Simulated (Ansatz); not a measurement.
# CHBGe+ (doublet): from Hartree-Fock to the top rungs, cc-pVDZ

The task here is to estimate one member of a computed series from the others.

The runs use Ansatz 0.2.0, Gaussian basis; cc-pVDZ, core rule «outside noble gas», up to 16 orbitals frozen.

The runs, in order: UHF; CCSD(T) on ROHF; CCSD(T) on UHF; BCCD(T) on ROHF; CISD as a restricted active space (open shells left free, so some higher excitations enter); CCSDT(Q) on ROHF; CCSDT(Q) on UHF; CASSCF and MRCISD+Q, 9 electrons in 9 orbitals; CASSCF and NEVPT2, 9 electrons in 9 orbitals.

15 further runs of the same task are left out: 6 that didn't finish, 9 set aside as unsound or not needed. Runs told in other sessions of the task aren't counted.

## The system

The geometry is a PBE0/def2-TZVP stationary point (not a proven minimum) of the parent state, kept for this charge and spin. No spin-orbit coupling is included. The filled d shell of Ge may be among the frozen orbitals whatever the setting's name suggests.

4 atoms, charge 1, spin multiplicity 2.

Atoms are counted from 1 here; the program's logs count them from 0.

Bond lengths: C1–B2 1.480 Å, C1–Ge3 1.701 Å, Ge3–H4 1.527 Å. Angles: B2–C1–Ge3 112.1°, C1–Ge3–H4 171.3°.

Set-up of the first run:

Contents of in.yaml:

```yaml
crystal:
  periodic: [false, false, false]
  atoms:
    - {symbol: C, position_ang: [0.000000, -0.581256, 1.120016]}
    - {symbol: B, position_ang: [0.000000, 0.510830, 2.119260]}
    - {symbol: Ge, position_ang: [0.000000, 0.009671, -0.475467]}
    - {symbol: H, position_ang: [0.000000, 0.750227, -1.811225]}
basis:
  gaussian: {orbitals: cc-pVDZ}
total_charge: 1
magnetization: {spin_polarized: true, initial_magnetization: 1}
hamiltonian: {xc: hf}
output: {orbitals: {seedname: orbitals}}
```

The run is started by

```
> ansatz run in.yaml --threads 1 --pin off --events-out ev --progress --plain --max-ram 2393MiB
```

Among the steps run: UHF; CCSD(T) on ROHF; CCSD(T) on UHF; BCCD(T) on ROHF; CISD as a restricted active space (open shells left free, so some higher excitations enter); CCSDT(Q) on ROHF; CCSDT(Q) on UHF; CASSCF and MRCISD+Q, 9 electrons in 9 orbitals; CASSCF and NEVPT2, 9 electrons in 9 orbitals.

One table of the session follows, with a row left open; its other results are not shown here.

```
           method  from RCCSDT(Q) (meV)
             ROHF               +8068.2
              UHF               +7991.6
             RMP2               +1061.0
             UMP2               +1075.9
            RCCSD                +593.1
            UCCSD                +589.9
         RCCSD(T)                 +80.0
         UCCSD(T)                 +83.9
          BCCD(T)                 +75.5
           RCCSDT                     ?
           UCCSDT                 +49.4
        RCCSDT(Q)                     0
        UCCSDT(Q)                  -7.5
  CASSCF frontier               +4943.1
  NEVPT2 frontier               +1399.5
  MRCISD frontier                +563.1
MRCISD+Q frontier                +124.7
```

Q: Estimate the row for RCCSDT from the others.

**Answer.** from RCCSDT(Q) (meV): +49.9. In the column «from RCCSDT(Q) (meV)» it lies between UCCSDT (+49.4) and BCCD(T) (+75.5).

Not comparable, so not listed: CISD as a restricted active space (open shells left free, so some higher excitations enter) (they don't share determinant, frozen orbitals or solution with the rows shown, or repeat one).

Limits of these values: Restricted and unrestricted rows rest on different reference determinants; a gap between their highest levels can come from leftover correlation error, from unlike frozen cores or from another state.
